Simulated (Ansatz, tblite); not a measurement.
# The cluster Ga12N12: a ladder of methods and basis sets

Aim: run the singlet of the cluster Ga12N12 at one geometry on many levels, and compare frontier levels, spin and run time.

The runs use Ansatz 0.2.0, Gaussian basis; as each input shows.

Plan: GFN1-xTB, GFN2-xTB, PBE-D4/def2-TZVP, r2SCAN-D4/def2-TZVP, r2SCAN0-D4/def2-TZVP, PBE-D4/def2-SVP, PBE0-D4/def2-SVP, MP2/def2-SVP.

2 further runs of the same task are left out: 2 set aside as unsound or not needed.

**1. The geometry**

The singlet was relaxed beforehand with PBE-D4/def2-SVP.

24 atoms, charge 0, spin multiplicity 1.

Bond lengths: Ga1–N13 1.914 Å, Ga1–N14 1.956 Å, Ga1–N19 1.915 Å, Ga2–N13 2.020 Å, Ga2–N14 2.046 Å, Ga2–N15 1.944 Å, Ga2–N17 2.045 Å, Ga3–N14 1.944 Å, Ga3–N15 2.046 Å, Ga3–N16 2.020 Å, Ga3–N20 2.046 Å, Ga4–N15 1.956 Å, Ga4–N16 1.914 Å, Ga4–N18 1.915 Å, Ga5–N13 1.915 Å, Ga5–N17 1.956 Å, Ga5–N21 1.915 Å, Ga6–N15 2.046 Å and more. Angles: N13–Ga1–N14 96.8°, N13–Ga1–N19 136.5°, N14–Ga1–N19 96.8°, N13–Ga2–N14 90.8°, N13–Ga2–N15 175.5°, N13–Ga2–N17 90.8°, N14–Ga2–N15 91.3°, N14–Ga2–N17 124.7°, N15–Ga2–N17 91.3°, N14–Ga3–N15 91.3°, N14–Ga3–N16 175.4°, N14–Ga3–N20 91.3°, N15–Ga3–N16 90.8°, N15–Ga3–N20 124.9°, N16–Ga3–N20 90.8°, N15–Ga4–N16 96.9°, N15–Ga4–N18 96.8°, N16–Ga4–N18 136.3° and more.

PBE0-D4/def2-TZVP was run before; its log isn't repeated, and its numbers join the tables.

**2. GFN1-xTB**

Tight binding, by tblite at 300 K electronic temperature and without a spin-polarisation term:

```python
tblite.interface.Calculator('GFN1-xTB', numbers, positions, charge=0, uhf=0).singlepoint()
```

Energy -1461.7922 eV, HOMO -7.78 eV, LUMO -6.61 eV; 0.12 s.

**3. GFN2-xTB**

Tight binding, by tblite at 300 K electronic temperature and without a spin-polarisation term:

```python
tblite.interface.Calculator('GFN2-xTB', numbers, positions, charge=0, uhf=0).singlepoint()
```

Energy -1345.0286 eV, HOMO -11.32 eV, LUMO -10.48 eV; 0.18 s.

**4. PBE-D4/def2-TZVP**

start.molden holds the orbitals of an earlier run on this state, given as this run's starting guess.

in.yaml reads:

```yaml
crystal:
  periodic: [false, false, false]
  atoms:
    - {symbol: Ga, position_ang: [-0.009098, -1.730467, -2.890861]}
    - {symbol: Ga, position_ang: [-1.732893, -0.994762, -0.967630]}
    - {symbol: Ga, position_ang: [-0.002015, -1.992241, 0.972899]}
    - {symbol: Ga, position_ang: [-1.494916, -0.861042, 2.895757]}
    - {symbol: Ga, position_ang: [-1.504728, 0.866462, -2.888885]}
    - {symbol: Ga, position_ang: [-1.723892, 1.001163, 0.974881]}
    - {symbol: Ga, position_ang: [1.725065, -1.001391, -0.974998]}
    - {symbol: Ga, position_ang: [1.503785, -0.866558, 2.889130]}
    - {symbol: Ga, position_ang: [1.495276, 0.860402, -2.895945]}
    - {symbol: Ga, position_ang: [0.001878, 1.992440, -0.973036]}
    - {symbol: Ga, position_ang: [1.731664, 0.994837, 0.967492]}
    - {symbol: Ga, position_ang: [0.009384, 1.733107, 2.890045]}
    - {symbol: N, position_ang: [-1.786200, -1.024926, -2.986312]}
    - {symbol: N, position_ang: [-0.006205, -2.092953, -0.968448]}
    - {symbol: N, position_ang: [-1.814484, -1.043236, 0.974410]}
    - {symbol: N, position_ang: [0.002460, -2.049861, 2.992218]}
    - {symbol: N, position_ang: [-1.814419, 1.048876, -0.965762]}
    - {symbol: N, position_ang: [-1.768608, 1.031292, 2.993385]}
    - {symbol: N, position_ang: [1.770535, -1.031852, -2.993729]}
    - {symbol: N, position_ang: [1.813882, -1.049760, 0.966260]}
    - {symbol: N, position_ang: [-0.002469, 2.049008, -2.990846]}
    - {symbol: N, position_ang: [1.814375, 1.041900, -0.973992]}
    - {symbol: N, position_ang: [0.006055, 2.094662, 0.967450]}
    - {symbol: N, position_ang: [1.785577, 1.024910, 2.986508]}
basis:
  gaussian: {orbitals: def2-TZVP, fitting: {mean_field: def2-universal-jkfit}, initial_orbitals: start.molden}
hamiltonian: {xc: pbe, dispersion: d4}
scf: {omitted_lower_state_checks: [starts]}
output: {forces: true, orbitals: {seedname: orbitals}}
```

Started as:

```bash
$ ansatz run in.yaml --threads 4 --pin off --events-out ev --progress --plain --max-ram 66560MiB --backend cuda --devices 0, --max-vram 37GiB
```

Further steps of the session: r2SCAN-D4/def2-TZVP; r2SCAN0-D4/def2-TZVP; PBE-D4/def2-SVP; PBE0-D4/def2-SVP; MP2/def2-SVP.

Q: Predict the results of all the runs planned. Wanted: gap in def2-TZVP, named functionals, smallest and largest; correlation energy, MP2/def2-SVP; binding an atom, functionals in def2-TZVP; PBE0 total energy, smallest basis above largest.

**Answer**, as computed:

| quantity | value |
| --- | --- |
| gap in def2-TZVP, named functionals, smallest and largest | 0.80 eV (PBE-D4), 2.84 eV (r2SCAN0-D4) |
| correlation energy, MP2/def2-SVP | -125.61 eV |
| binding an atom, functionals in def2-TZVP | 3.28 (r2SCAN0-D4) to 3.68 eV (PBE-D4) |
| PBE0 total energy, smallest basis above largest | 100.87 eV (def2-SVP, def2-TZVP) |

In words: Over the named functionals in def2-TZVP the gap runs from 0.80 eV (PBE-D4) to 2.84 eV (r2SCAN0-D4); exact exchange widens it.
